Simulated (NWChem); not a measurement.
# CH4FGa (SMILES [CH3][GaH][F]) at 3 levels

We compute a comparison of 3 runs (HF/def2-SVP, PBE0/def2-SVP, TPSS/def2-SVP) of CH4FGa. 

The results are computed with NWChem 7.3.0.

## 1. The structure to begin with

The species is CH4FGa (7 atoms), meant as a singlet with charge 0. SMILES: `[CH3][GaH][F]`. The coordinates come from a PBE0-D4/def2-TZVP relaxation.

Bond lengths: C1–Ga2 1.950 Å, Ga2–F3 1.767 Å, C1–H4 1.093 Å, C1–H5 1.091 Å, C1–H6 1.091 Å, Ga2–H7 1.559 Å. Angles: C1–Ga2–F3 114.1°, C1–Ga2–H7 133.5°, F3–Ga2–H7 112.5°, Ga2–C1–H4 109.4°, Ga2–C1–H5 110.1°, Ga2–C1–H6 111.7°, H4–C1–H5 108.0°, H4–C1–H6 107.9°, H5–C1–H6 109.6°.

## 2. Energy and gradient at HF/def2-SVP (run 1)

Input file nw.nw:

```
start nw
title "CH4FGa"
memory stack 880 mb heap 220 mb global 1100 mb
charge 0

geometry units angstrom noautosym nocenter noautoz
  C     -0.636400     0.652900    -0.190800
  Ga     0.635100    -0.796500     0.098700
  F      1.908900    -0.415700     1.262200
  H     -1.465200     0.555000     0.515700
  H     -0.154100     1.614900    -0.013500
  H     -1.050800     0.631100    -1.199700
  H      0.762400    -2.241700    -0.472600
end

basis spherical bse
  * library def2-SVP
end

scf
  thresh 1e-08
  maxiter 80
  print medium
end

task scf gradient
```

The run is started by

```sh
$ nwchem nw.nw > nw.out
```

What it wrote:

```text
[...]
  functions       =    80
[...]
  wavefunction    = RHF
[...]
         Total SCF energy =  -2062.566195097307
      One-electron energy =  -3256.529014285644
      Two-electron energy =   1004.111554820182
 Nuclear repulsion energy =    189.851264368155
        Time for solution =     11.4s
[...]
                         RHF ENERGY GRADIENTS
    atom               coordinates                        gradient
                 x          y          z           x          y          z
   1 C      -1.202622   1.233802  -0.360560    0.003385  -0.001948   0.001348
   2 Ga      1.200165  -1.505167   0.186516   -0.009452   0.001868  -0.006443
   3 F       3.607298  -0.785559   2.385212    0.003741   0.001387   0.003529
   4 H      -2.768827   1.048798   0.974532    0.000417  -0.000655   0.000196
   5 H      -0.291207   3.051718  -0.025511    0.000541  -0.000428   0.000362
   6 H      -1.985724   1.192606  -2.267104    0.000641  -0.001178  -0.000014
   7 H       1.440727  -4.236199  -0.893085    0.000727   0.000953   0.001022
[...]
```

Wall time 17 s (1 thread of Intel Xeon Platinum 8488C (Sapphire Rapids), shared host); peak memory 0.1 GiB.

## 3. Energy and forces at PBE0/def2-SVP (run 2)

Input file run.py:

```python
from ase import Atoms
from ase.calculators.nwchem import NWChem

atoms = Atoms(['C', 'Ga', 'F', 'H', 'H', 'H', 'H'], positions=[
    [-0.636400, 0.652900, -0.190800],
    [0.635100, -0.796500, 0.098700],
    [1.908900, -0.415700, 1.262200],
    [-1.465200, 0.555000, 0.515700],
    [-0.154100, 1.614900, -0.013500],
    [-1.050800, 0.631100, -1.199700],
    [0.762400, -2.241700, -0.472600],
])

calc = NWChem(
    label='mol',
    theory='dft',
    memory='2200 mb',
    basis='def2-SVP',
    basispar='spherical bse',
    dft={'xc': 'pbe0', 'mult': '1', 'grid': 'xfine', 'convergence': 'energy 1e-08', 'iterations': '100', 'mulliken': None},
)
atoms.calc = calc

forces = atoms.get_forces()
e = atoms.get_potential_energy()
print(f"E = {e:.6f} eV")
print("forces (eV/A):")
for s, f in zip(atoms.symbols, forces):
    print(f"{s:2s} {f[0]:10.5f} {f[1]:10.5f} {f[2]:10.5f}")
print("dipole (e A):", atoms.get_dipole_moment().round(4))
```

The run is started by

```sh
$ export ASE_NWCHEM_COMMAND="nwchem PREFIX.nwi > PREFIX.nwo"
$ python run.py
```

What it wrote:

```text
E = -56177.677013 eV
forces (eV/A):
C     0.17576   -0.22322    0.01244
Ga    0.04587    0.05662    0.07667
F    -0.02695   -0.01707   -0.02977
H    -0.21762   -0.03605    0.19880
H     0.13941    0.27182    0.05045
H    -0.11647   -0.00185   -0.28287
H     0.00005   -0.05024   -0.02571
dipole (e A): [-0.437   0.0286 -0.3172]
```

The calculator wrote mol.nwi:

```
title "mol"

permanent_dir mol

scratch_dir mol

start mol

geometry units angstrom nocenter noautosym noautoz
  C  -6.3639999999999997e-01 6.5290000000000004e-01 -1.9080000000000000e-01
  Ga 6.3510000000000000e-01 -7.9649999999999999e-01 9.8699999999999996e-02
  F  1.9089000000000000e+00 -4.1570000000000001e-01 1.2622000000000000e+00
  H  -1.4652000000000001e+00 5.5500000000000005e-01 5.1570000000000005e-01
  H  -1.5409999999999999e-01 1.6149000000000000e+00 -1.3500000000000000e-02
  H  -1.0508000000000000e+00 6.3109999999999999e-01 -1.1997000000000000e+00
  H  7.6239999999999997e-01 -2.2416999999999998e+00 -4.7260000000000002e-01
end

memory 2200 mb

basis spherical bse noprint
   * library def2-SVP
end

dft
  xc pbe0
  mult 1
  grid xfine
  convergence energy 1e-08
  iterations 100
  mulliken
end

task dft gradient
```

mol.nwo, cut to the lines that bear on the results:

```text
[...]
         Total DFT energy =    -2064.491568452818
[...]
  wavefunction    = closed shell
                         DFT ENERGY GRADIENTS
    atom               coordinates                        gradient
                 x          y          z           x          y          z
   1 C      -1.202622   1.233802  -0.360560   -0.003418   0.004341  -0.000242
   2 Ga      1.200165  -1.505167   0.186516   -0.000892  -0.001101  -0.001491
   3 F       3.607298  -0.785559   2.385212    0.000524   0.000332   0.000579
   4 H      -2.768827   1.048798   0.974532    0.004232   0.000701  -0.003866
   5 H      -0.291207   3.051718  -0.025511   -0.002711  -0.005286  -0.000981
   6 H      -1.985724   1.192606  -2.267104    0.002265   0.000036   0.005501
   7 H       1.440727  -4.236199  -0.893085   -0.000001   0.000977   0.000500
[...]
```

It took 33 s on 1 thread of Intel Xeon Platinum 8488C (Sapphire Rapids), shared host; peak memory 0.14 GiB.

## 4. Energy and forces at TPSS/def2-SVP (run 3)

Input file ch4fga.xyz:

```xyz
7
CH4FGa
C     -0.636400     0.652900    -0.190800
Ga     0.635100    -0.796500     0.098700
F      1.908900    -0.415700     1.262200
H     -1.465200     0.555000     0.515700
H     -0.154100     1.614900    -0.013500
H     -1.050800     0.631100    -1.199700
H      0.762400    -2.241700    -0.472600
```

Input file ch4fga.nw:

```
start ch4fga
title "CH4FGa"
memory stack 880 mb heap 220 mb global 1100 mb

geometry units angstrom noautosym nocenter noautoz
   load ch4fga.xyz
end

basis "ao basis" spherical bse
   C library def2-SVP
   Ga library def2-SVP
   F library def2-SVP
   H library def2-SVP
end

dft
   xc xtpss03 ctpss03
   grid xfine
   convergence energy 1e-08
   iterations 100
   mulliken
end

task dft gradient
```

The run is started by

```sh
$ nwchem ch4fga.nw > ch4fga.out
```

What it wrote:

```text
[...]
          Wavefunction type:  closed shell.
          No. of atoms     :     7
          No. of electrons :    50
[...]
          Charge           :     0
          Spin multiplicity:     1
[...]
          AO basis - number of functions:    80
[...]
              XC Information
              --------------
                  TPSS metaGGA Exchange Functional  1.000
             TPSS03 metaGGA Correlation Functional  1.000
[...]
 d= 0,ls=0.0,diis     1  -2064.8138253155 -2.25D+03  2.78D-02  6.51D-01     3.5
[...]
 d= 0,ls=0.0,diis    10  -2064.9028790711 -8.87D-09  1.09D-06  2.01D-08    31.4
         Total DFT energy =    -2064.902879071081
      One electron energy =    -3254.818963610980
           Coulomb energy =     1092.515265879119
    Exchange-Corr. energy =      -92.450445707376
 Nuclear repulsion energy =      189.851264368156
[...]
      Total Density - Mulliken Population Analysis
     ---------------------------------------------
    Atom       Charge   Shell Charges
 -----------   ------   -------------------------------------------------------
    1 C    6     6.23   1.99  0.89  0.23  2.10  1.01  0.02
    2 Ga  31    30.45   2.00  2.00  1.99  1.08  0.09  6.00  5.98  0.86  0.30  8.02  1.84  0.30
    3 F    9     9.38   1.99  1.13  0.82  3.32  2.12  0.00
    4 H    1     0.94   0.74  0.18  0.03
    5 H    1     0.94   0.74  0.17  0.02
    6 H    1     0.95   0.75  0.18  0.02
    7 H    1     1.11   0.71  0.40  0.01
[...]
  wavefunction    = closed shell
                         DFT ENERGY GRADIENTS
    atom               coordinates                        gradient
                 x          y          z           x          y          z
   1 C      -1.202622   1.233802  -0.360560   -0.001828   0.002147   0.000118
   2 Ga      1.200165  -1.505167   0.186516    0.000832   0.002467   0.001530
   3 F       3.607298  -0.785559   2.385212   -0.003974  -0.000902  -0.003491
   4 H      -2.768827   1.048798   0.974532    0.005964   0.001136  -0.005498
   5 H      -0.291207   3.051718  -0.025511   -0.003795  -0.007241  -0.001283
   6 H      -1.985724   1.192606  -2.267104    0.003028   0.000197   0.007745
   7 H       1.440727  -4.236199  -0.893085   -0.000227   0.002196   0.000878
[...]
```

Run time: 41 s. Hardware: 1 thread of Intel Xeon Platinum 8488C (Sapphire Rapids), shared host; peak memory 0.14 GiB.

## 5. The series

```csv
run,level,iteration cap,module,energy (Eh),dipole moment (D),HOMO energy (eV),LUMO energy (eV),wall time
1,HF/def2-SVP,80,scf,-2062.566195,2.88,-11.56,1.74,17 s
2,PBE0/def2-SVP,100,dft,-2064.491568,2.60,-8.36,-1.01,33 s
3,TPSS/def2-SVP,100,dft,-2064.902879,2.42,-7.07,-1.64,41 s
```

## 6. Results

| quantity | value |
| --- | --- |
| run 3: total energy | -2064.90288 Eh |
| run 3: dipole moment | 2.42 D |
| run 3: HOMO energy | -7.07 eV |
| run 3: LUMO energy | -1.64 eV |
| run 3: HOMO–LUMO gap | 5.43 eV |
| run 3: largest force on an atom | 0.428 eV/Å |

**Reading.** The dipole moment (its size) runs from 2.42 D (TPSS/def2-SVP) to 2.88 D (HF/def2-SVP). The HOMO–LUMO gap runs from 5.43 eV (TPSS/def2-SVP) to 13.30 eV (HF/def2-SVP). Exact exchange widens orbital gaps. Totals of different functionals can't be ranked against each other. All runs together took 91 s, the longest 41 s.
